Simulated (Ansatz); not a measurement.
Working through an equation of state with a fit of Cl, space group Cmce

With Ansatz's Python interface.

Run as a notebook:

**Cell 1**
```python
import ansatz as az
import numpy as np
from pymatgen.analysis.eos import EOS
```

**Cell 2**
```python
VECTORS = np.array([
    [3.145, -2.25, 0.0],
    [3.145, 2.25, 0.0],
    [0.0, 0.0, 8.21],
])
SITES = [
    ("Cl", (0.87, 0.13, 0.1)),
    ("Cl", (0.63, 0.37, 0.6)),
    ("Cl", (0.13, 0.87, 0.9)),
    ("Cl", (0.37, 0.63, 0.4)),
]
```

**Cell 3**
```python
def build(cell):
    crystal = az.Crystal(lattice=az.Lattice.of(cell))
    for symbol, position in SITES:
        crystal = crystal.atom(symbol, position)
    return crystal
```

**Cell 4**
```python
volumes, energies = [], []
for scale in np.linspace(0.94, 1.06, 7):
    cell = VECTORS * scale ** (1 / 3)
    model = (
        build(cell).calculation()
        .basis(420)
        .occupations(az.OccupationsMethod.FIXED)
        .functional("pbe")
        .kpoints(6, 6, 4)
    )
    summary = model.run().report
    volumes.append(abs(np.linalg.det(cell)) / len(SITES))
    energies.append(summary["free_energy_ev"] / len(SITES))
    print(f"V = {volumes[-1]:8.4f} A^3/atom  F = {energies[-1]:.5f} eV/atom")
```
Output:
```text
V =  27.3051 A^3/atom  F = -1079.45823 eV/atom
V =  27.8861 A^3/atom  F = -1079.46666 eV/atom
V =  28.4670 A^3/atom  F = -1079.47247 eV/atom
V =  29.0480 A^3/atom  F = -1079.47595 eV/atom
V =  29.6290 A^3/atom  F = -1079.47732 eV/atom
V =  30.2099 A^3/atom  F = -1079.47681 eV/atom
V =  30.7909 A^3/atom  F = -1079.47460 eV/atom
```

**Cell 5**
```python
for form in ["murnaghan", "pourier_tarantola", "birch_murnaghan"]:
    fit = EOS(eos_name=form).fit(volumes, energies)
    print(f"{form:18s} V0 {fit.v0:8.4f} A^3/atom  B0 {fit.b0_GPa:7.1f} GPa  B1 {fit.b1:5.2f}")
```
Output:
```text
murnaghan          V0  29.7529 A^3/atom  B0    26.0 GPa  B1  4.38
pourier_tarantola  V0  29.7514 A^3/atom  B0    26.0 GPa  B1  4.64
birch_murnaghan    V0  29.7522 A^3/atom  B0    26.0 GPa  B1  4.50
```

A third-order Birch-Murnaghan fit through the 7 points has its minimum at 29.75 Å³ an atom, 2.4 % above the typed cell, with a bulk modulus of 26 GPa and dB/dP = 4.5. From that minimum the energy rises by 19.1 meV an atom on the compressed side and 2.8 meV on the expanded side.

Caveats:
- Total energies depend on the potentials; only differences at equal settings carry meaning.
- Shape and fractional positions are held along the curve, so the bulk modulus is an upper value where they are free to relax, by a factor of two or more in layered or hydrogen-bonded cells.
- No spin polarisation was allowed.
- Finished in 23 s on 1 thread of Arm Neoverse V1, on a shared host, peak memory 0.49 GiB.
